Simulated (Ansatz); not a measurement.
**B₂ClH₄NO: how energies converge with the basis set**

Aim: see how fast density functionals converge with the basis set for B₂ClH₄NO.

Method: one geometry, several basis sets; program: Ansatz 0.2.0, Gaussian basis.

The runs, in order: PBE0-D4/def2-SVP; ωB97M-V/def2-SVP; PBE0-D4/def2-QZVPP; ωB97M-V/def2-QZVPP; the functionals' def2-TZVPP values are taken from earlier runs.

## (1) The geometry

All runs share one geometry, relaxed beforehand with PBE0-D4 in a triple-zeta def2 set.

SMILES `BOB(N)Cl`, 9 atoms, charge 0, spin multiplicity 1.

Atoms are counted from 1 here; the program's logs count them from 0.

Bond lengths: B1–O2 1.354 Å, B1–H6 1.197 Å, B1–H7 1.197 Å, O2–B3 1.377 Å, B3–N4 1.389 Å, B3–Cl5 1.775 Å, N4–H8 1.005 Å, N4–H9 1.003 Å. Angles: O2–B1–H6 120.8°, O2–B1–H7 116.7°, H6–B1–H7 122.5°, B1–O2–B3 131.0°, O2–B3–N4 118.7°, O2–B3–Cl5 122.0°, N4–B3–Cl5 119.3°, B3–N4–H8 121.5°, B3–N4–H9 123.0°, H8–N4–H9 115.5°.

## (2) PBE0-D4 in def2-SVP

Contents of in.yaml:

```yaml
crystal:
  periodic: [false, false, false]
  atoms:
    - {symbol: B, position_ang: [0.274120, 1.769958, -0.615920]}
    - {symbol: O, position_ang: [0.413342, 0.638869, 0.115548]}
    - {symbol: B, position_ang: [-0.214905, -0.582360, 0.019122]}
    - {symbol: N, position_ang: [0.104462, -1.571299, 0.940174]}
    - {symbol: Cl, position_ang: [-1.412075, -0.926312, -1.244827]}
    - {symbol: H, position_ang: [-0.508724, 1.823092, -1.520118]}
    - {symbol: H, position_ang: [0.966959, 2.697204, -0.309218]}
    - {symbol: H, position_ang: [0.778284, -1.411752, 1.668996]}
    - {symbol: H, position_ang: [-0.312961, -2.483600, 0.929143]}
basis:
  gaussian: {orbitals: def2-SVP}
hamiltonian: {xc: pbe0, dispersion: d4}
output: {orbitals: {seedname: orbitals}}
```

Launch:

```console
> ansatz run in.yaml --threads 2 --pin off --events-out ev --progress --plain --max-ram 4352MiB
```

Further steps of the session: ωB97M-V in def2-SVP; PBE0-D4 in def2-QZVPP; ωB97M-V in def2-QZVPP.

**Question.** What will the summary of the whole plan be? Wanted: PBE0-D4: double and triple zeta above quadruple; ωB97M-V: double and triple zeta above quadruple.

**Answer**, as computed:

```
                                       quantity           value
PBE0-D4: double and triple zeta above quadruple  10.58, 0.66 eV
ωB97M-V: double and triple zeta above quadruple  10.68, 0.62 eV
```

In words: For PBE0-D4 the step from double to triple zeta gains 9.91 eV and the next only 0.66 eV. Total energies overstate the basis error of differences, where much of it tends to cancel. The LUMO of ωB97M-V is positive and keeps falling with the basis (1.46 to 0.92 eV): an unbound level that the basis holds in place.
